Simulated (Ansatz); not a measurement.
# interstitial Li in Si: hop to the nearest equivalent void, part 2 of 2

Aim: the minimum-energy path and barrier of the hop to the nearest equivalent void. The ends are relaxed first, then joined by a nudged elastic band. The host cell (diamond) has 16 atoms, cell charge +1; the extra atom is the last.

Ansatz 0.2.0; DFT PBE, plane waves, PAW, scalar-relativistic, no spin polarisation.

### 6 The band

crystal.atoms is end A as relaxed above, and neb.final_atoms is end B. With 7 inner images the band has 9 in all.

Input file input.yaml:

```yaml
crystal:
  lattice:
    - [0.0, 5.43, 5.43]
    - [5.43, 0.0, 5.43]
    - [5.43, 5.43, 0.0]
  atoms:
    - { symbol: Si, position: [0.00236655, 0.00272775, -0.00834204] }
    - { symbol: Si, position: [0.1272613, 0.12762539, 0.1143887] }
    - { symbol: Si, position: [0.00511254, 0.00547404, 0.48817906] }
    - { symbol: Si, position: [0.12652821, 0.12691961, 0.61910082] }
    - { symbol: Si, position: [0.00568597, 0.50149372, -0.00917579] }
    - { symbol: Si, position: [0.12726372, 0.63020368, 0.11440508] }
    - { symbol: Si, position: [0.00510821, 0.50071129, 0.48819927] }
    - { symbol: Si, position: [0.1357539, 0.62599835, 0.61173931] }
    - { symbol: Si, position: [0.50113088, 0.00607746, -0.00919992] }
    - { symbol: Si, position: [0.62983934, 0.12762083, 0.11441907] }
    - { symbol: Si, position: [0.50032457, 0.00547412, 0.48821559] }
    - { symbol: Si, position: [0.62564031, 0.13612155, 0.61171654] }
    - { symbol: Si, position: [0.50113558, 0.50149363, -0.00923182] }
    - { symbol: Si, position: [0.62659272, 0.62698545, 0.11891399] }
    - { symbol: Si, position: [0.50389465, 0.50426363, 0.48705248] }
    - { symbol: Si, position: [0.62564818, 0.62601909, 0.6116882] }
    - { symbol: Li, position: [0.75427477, 0.75464172, 0.73593098] }
total_charge: 1
basis:
  ecutwfc: 420.0
kpoints:
  mp_grid: { grid: [2, 2, 2] }
hamiltonian:
  xc: pbe
  pseudopotentials: { kind: paw, azcp: { folder: soft_1 } }
scf:
  occupations: { method: gaussian, width: 0.02 }
  lower_state_search: "off"
neb:
  images: 7
  f_tol: 0.05
  initial_path: linear
  max_iterations: 63
  final_atoms:
    - { symbol: Si, position: [-0.00099913, -0.00085659, -0.01074029] }
    - { symbol: Si, position: [0.12374957, 0.12389828, 0.11878982] }
    - { symbol: Si, position: [-0.00093429, -0.00077903, 0.49830095] }
    - { symbol: Si, position: [0.1217166, 0.12185329, 0.62103491] }
    - { symbol: Si, position: [-0.00571242, 0.49778601, -0.00311404] }
    - { symbol: Si, position: [0.12365755, 0.61999652, 0.11913193] }
    - { symbol: Si, position: [-0.00100754, 0.4900829, 0.49829281] }
    - { symbol: Si, position: [0.12372736, 0.61969435, 0.62299894] }
    - { symbol: Si, position: [0.49763788, -0.00556745, -0.00310994] }
    - { symbol: Si, position: [0.619859, 0.1237902, 0.11914049] }
    - { symbol: Si, position: [0.48994439, -0.00086428, 0.49829363] }
    - { symbol: Si, position: [0.61954143, 0.12387907, 0.62300201] }
    - { symbol: Si, position: [0.49753998, 0.49767646, -0.00312415] }
    - { symbol: Si, position: [0.6217617, 0.62190693, 0.12105183] }
    - { symbol: Si, position: [0.49760976, 0.49776192, 0.49357643] }
    - { symbol: Si, position: [0.6198046, 0.6199506, 0.62300682] }
    - { symbol: Li, position: [0.87187466, 0.87204648, 0.37101555] }
  order_check: true
```

Started as:

```sh
ansatz run input.yaml --threads 1 --pin off --max-ram 3072MiB --backend cpu --events-out ev --progress --plain --runs-dir out
```

The program printed (excerpt; [...] marks lines left out):

```text
Warning: neb: disabling space-group detection — the band's intermediate images generally break the endpoint symmetry, so no spatial operation reduces the k-mesh or symmetrises the density, except that a semilocal band can use its path's symmetry ahead of convergence; time reversal is [...]
Warning: RAYON_NUM_THREADS=1 ignored (pool sized by the plan → 1); use --threads N
[...]
Pseudopotentials: kind: paw
Pseudopotential: Si, paw, valence charge 4, recommended cutoff 420 eV (normal), <dir>
Pseudopotential: Li, paw, valence charge 3, recommended cutoff 420 eV (normal), <dir>
Functional definition: PBE
[...]
SCF iter   7: F=—  HF=-10382.744620 eV  |F-HF|=—  |Δ(HF+E_count)|=   7.49e-5  Δρ=8.00e-6  dr2=2.18e-7  ethr=6.32e-9  ⟨swp⟩=2.0  Hψ=647  notcnv=0  defer=70
[...]
NEB image 2
[...]
NEB image 3
[...]
NEB image 4
[...]
NEB image 5
[...]
NEB image 6
[...]
NEB image 7
[...]
NEB iter   1: max|band force component| = 8.240e-1 eV/Å  barrier→ = 0.7940 eV  barrier← = 0.7947 eV  Δτ_max = 0.0859 Å  (72 SCF iters)
[...]
NEB iter   2: max|band force component| = 2.180e-1 eV/Å  barrier→ = 0.6248 eV  barrier← = 0.6256 eV  CI = image 4  Δτ_max = 0.0840 Å  (42 SCF iters)
[...]
NEB iter   3: max|band force component| = 6.101e-2 eV/Å  barrier→ = 0.5869 eV  barrier← = 0.5876 eV  CI = image 4  Δτ_max = 0.0118 Å  (45 SCF iters)
NEB image 1
[...]
NEB image 2
```

### 7 More of the same log: band between the two ends

The log, continued (excerpt; [...] marks lines left out):

```text
[...]
NEB image 3
[...]
NEB image 4
[...]
NEB image 5
[...]
NEB image 6
[...]
NEB image 7
[...]
NEB image 1
NSCF: frozen V_eff on 8 k-points
NEB image 2
NSCF: frozen V_eff on 8 k-points
NEB image 3
NSCF: frozen V_eff on 8 k-points
NEB image 5
NSCF: frozen V_eff on 8 k-points
NEB image 6
NSCF: frozen V_eff on 8 k-points
NEB image 7
NSCF: frozen V_eff on 8 k-points
NEB image 4
NSCF: frozen V_eff on 8 k-points
[...]
    - { symbol: Si, position: [0.49910404779393647, 0.4993613800935002, -0.012539340764544049] }
    - { symbol: Si, position: [0.6336344225957302, 0.6338923022700025, 0.09160906092383869] }
    - { symbol: Si, position: [0.5097272849400537, 0.5099858846958268, 0.4633347571231877] }
    - { symbol: Si, position: [0.6188488789191833, 0.6191066140125234, 0.6134290490304707] }
    - { symbol: Li, position: [0.8124577373466665, 0.8127166600918995, 0.5551492295521827] }
```

Wall time 4.3 min (1 thread of AMD EPYC 7R43 (Zen 3), shared host); peak memory 0.96 GiB.

### 8 Images and barrier

The 7 inner images lie between the fixed ends 0 and 8. Energy is taken from image 0, and the path length is the program's own coordinate along the band.

| image | path (Å) | energy (eV) | Li17 x y z (Å) | band force (eV/Å) |
| --- | --- | --- | --- | --- |
| 0 | 0.000 | 0.0000 | 8.09 8.09 8.19 | - |
| 1 | 0.312 | 0.0684 | 7.97 7.96 8.31 | 0.016 |
| 2 | 0.625 | 0.2623 | 7.79 7.79 8.48 | 0.018 |
| 3 | 0.937 | 0.4864 | 7.61 7.61 8.65 | 0.017 |
| 4* | 1.248 | 0.5860 | 7.43 7.43 8.82 | 0.012 |
| 5 | 1.570 | 0.4802 | 7.24 7.24 9.01 | 0.017 |
| 6 | 1.892 | 0.2470 | 7.05 7.05 9.18 | 0.020 |
| 7 | 2.214 | 0.0561 | 6.87 6.87 9.35 | 0.016 |
| 8 | 2.537 | -0.0007 | 6.75 6.75 9.47 | - |

The star marks the climbing image.

image, energy (eV) and a bar:
```
        0      0.000 
        1      0.068 ####
        2      0.262 #############
        3      0.486 #########################
        4      0.586 ##############################
        5      0.480 #########################
        6      0.247 #############
        7      0.056 ###
        8     -0.001
```

The top of the band by iteration:

| iteration | highest image above image 0 (eV) | largest band force (eV/Å) |
| --- | --- | --- |
| 1 | 0.7940 | 0.824 |
| 2 | 0.6248 | 0.218 |
| 3 | 0.5869 | 0.061 |
| 4 | 0.5860 | 0.020 |

The band as a trajectory file:

```xyz
17
Lattice="0.000 5.430 5.430 5.430 0.000 5.430 5.430 5.430 0.000" Properties=species:S:1:pos:R:3 pbc="T T T" image=0 dE=0.0000
Si   -0.030   -0.032    0.028
Si    1.314    1.312    1.384
Si    2.681    2.679    0.057
Si    4.051    4.049    1.376
Si    2.673   -0.019    2.754
Si    4.043    1.312    4.113
Si    5.370    2.679    2.747
Si    6.721    4.059    4.136
Si   -0.017    2.671    2.754
Si    1.314    4.041    4.113
Si    2.681    5.368    2.746
Si    4.061    6.719    4.136
Si    2.673    2.671    5.444
Si    4.050    4.048    6.807
Si    5.383    5.381    5.474
Si    6.721    6.719    6.797
Li    8.094    8.092    8.193
17
Lattice="0.000 5.430 5.430 5.430 0.000 5.430 5.430 5.430 0.000" Properties=species:S:1:pos:R:3 pbc="T T T" image=1 dE=0.0684
Si    0.020    0.018   -0.031
Si    1.337    1.335    1.379
Si    2.705    2.703    0.058
Si    4.101    4.099    1.318
Si    2.648   -0.024    2.770
Si    4.039    1.335    4.082
Si    5.361    2.703    2.714
Si    6.695    4.071    4.154
Si   -0.022    2.646    2.770
Si    1.337    4.037    4.082
Si    2.705    5.359    2.714
Si    4.073    6.693    4.154
Si    2.648    2.646    5.440
Si    3.985    3.983    6.863
Si    5.322    5.320    5.527
Si    6.695    6.693    6.776
Li    7.967    7.965    8.312
17
Lattice="0.000 5.430 5.430 5.430 0.000 5.430 5.430 5.430 0.000" Properties=species:S:1:pos:R:3 pbc="T T T" image=2 dE=0.2623
Si    0.045    0.043   -0.065
Si    1.347    1.346    1.376
Si    2.718    2.716    0.063
Si    4.126    4.125    1.283
Si    2.642   -0.026    2.767
Si    4.033    1.346    4.062
Si    5.346    2.716    2.692
Si    6.687    4.087    4.153
Si   -0.025    2.641    2.767
Si    1.347    4.032    4.062
Si    2.718    5.345    2.692
Si    4.088    6.685    4.153
Si    2.642    2.641    5.434
Si    3.953    3.951    6.887
Si    5.295    5.293    5.545
Si    6.687    6.685    6.751
Li    7.794    7.792    8.476
17
Lattice="0.000 5.430 5.430 5.430 0.000 5.430 5.430 5.430 0.000" Properties=species:S:1:pos:R:3 pbc="T T T" image=3 dE=0.4864
Si    0.054    0.053   -0.083
Si    1.351    1.349    1.373
Si    2.726    2.724    0.069
Si    4.137    4.135    1.264
Si    2.643   -0.029    2.758
Si    4.028    1.349    4.050
Si    5.332    2.724    2.675
Si    6.688    4.096    4.143
Si   -0.028    2.641    2.758
Si    1.350    4.026    4.050
Si    2.726    5.330    2.675
Si    4.097    6.686    4.143
Si    2.643    2.641    5.429
Si    3.943    3.942    6.888
Si    5.288    5.286    5.543
Si    6.688    6.686    6.734
Li    7.611    7.610    8.650
17
Lattice="0.000 5.430 5.430 5.430 0.000 5.430 5.430 5.430 0.000" Properties=species:S:1:pos:R:3 pbc="T T T" image=4 dE=0.5860
Si    0.056    0.054   -0.093
Si    1.352    1.350    1.368
Si    2.732    2.731    0.067
Si    4.140    4.139    1.252
Si    2.643   -0.031    2.749
Si    4.025    1.350    4.040
Si    5.325    2.731    2.660
Si    6.693    4.099    4.130
Si   -0.030    2.642    2.749
Si    1.352    4.023    4.040
Si    2.732    5.324    2.660
Si    4.100    6.691    4.130
Si    2.643    2.642    5.422
Si    3.939    3.938    6.883
Si    5.285    5.284    5.537
Si    6.693    6.691    6.722
Li    7.428    7.426    8.825
17
Lattice="0.000 5.430 5.430 5.430 0.000 5.430 5.430 5.430 0.000" Properties=species:S:1:pos:R:3 pbc="T T T" image=5 dE=0.4802
Si    0.052    0.051   -0.099
Si    1.352    1.351    1.360
Si    2.738    2.736    0.055
Si    4.138    4.137    1.246
Si    2.645   -0.033    2.739
Si    4.023    1.351    4.031
Si    5.328    2.736    2.646
Si    6.700    4.092    4.113
Si   -0.032    2.644    2.739
Si    1.352    4.022    4.031
Si    2.738    5.327    2.646
Si    4.093    6.699    4.113
Si    2.645    2.644    5.416
Si    3.941    3.940    6.872
Si    5.289    5.288    5.524
Si    6.700    6.699    6.720
Li    7.238    7.237    9.005
17
Lattice="0.000 5.430 5.430 5.430 0.000 5.430 5.430 5.430 0.000" Properties=species:S:1:pos:R:3 pbc="T T T" image=6 dE=0.2470
Si    0.042    0.041   -0.097
Si    1.353    1.352    1.354
Si    2.739    2.738    0.037
Si    4.130    4.129    1.245
Si    2.649   -0.039    2.726
Si    4.020    1.352    4.022
Si    5.338    2.738    2.636
Si    6.708    4.077    4.096
Si   -0.038    2.648    2.726
Si    1.353    4.019    4.022
Si    2.739    5.337    2.636
Si    4.078    6.707    4.096
Si    2.649    2.648    5.413
Si    3.952    3.951    6.853
Si    5.301    5.299    5.504
Si    6.708    6.707    6.726
Li    7.050    7.049    9.184
17
Lattice="0.000 5.430 5.430 5.430 0.000 5.430 5.430 5.430 0.000" Properties=species:S:1:pos:R:3 pbc="T T T" image=7 dE=0.0561
Si    0.006    0.005   -0.070
Si    1.346    1.345    1.348
Si    2.729    2.729    0.011
Si    4.100    4.099    1.266
Si    2.661   -0.044    2.705
Si    4.018    1.345    4.020
Si    5.355    2.728    2.636
Si    6.723    4.064    4.073
Si   -0.043    2.660    2.705
Si    1.346    4.017    4.020
Si    2.729    5.354    2.636
Si    4.064    6.722    4.073
Si    2.661    2.660    5.409
Si    3.981    3.980    6.815
Si    5.329    5.328    5.466
Si    6.723    6.722    6.731
Li    6.875    6.874    9.351
17
Lattice="0.000 5.430 5.430 5.430 0.000 5.430 5.430 5.430 0.000" Properties=species:S:1:pos:R:3 pbc="T T T" image=8 dE=-0.0007
Si   -0.063   -0.064   -0.010
Si    1.318    1.317    1.345
Si    2.702    2.701   -0.009
Si    4.034    4.033    1.323
Si    2.686   -0.048    2.672
Si    4.013    1.318    4.038
Si    5.367    2.700    2.656
Si    6.748    4.055    4.037
Si   -0.047    2.685    2.672
Si    1.319    4.013    4.038
Si    2.701    5.366    2.656
Si    4.056    6.747    4.037
Si    2.685    2.685    5.404
Si    4.034    4.033    6.753
Si    5.383    5.382    5.405
Si    6.749    6.748    6.732
Li    6.750    6.749    9.469
```

### 9 What came out

What follows sums up all 2 parts.

| quantity | value |
| --- | --- |
| end A | 7 moves, 0.999 eV lower |
| end B | 7 moves, 0.994 eV lower |
| barrier forwards | 0.586 eV |
| barrier backwards | 0.587 eV |
| second end relative to first | -0.001 eV |
| highest image | 4 of 0 to 8, climbing |
| band iterations | 4 |
| lowest curvatures at the top | -2.20 and 0.87 eV/Å² |

**Reading.** Along this path the system climbs 0.59 eV from the first end (23 kT at 300 K), which at an assumed attempt frequency of 10^13 s⁻¹ means a rate near 10^3 s⁻¹. The ends differ by 1 meV at most. The test of curvatures at the top gave "unresolved", so the point may be no simple saddle. A cell of 17 atoms lets the moving atom feel its images, and convergence in size and mesh was not shown. The charged cell sits in a uniform background, with no correction for images.
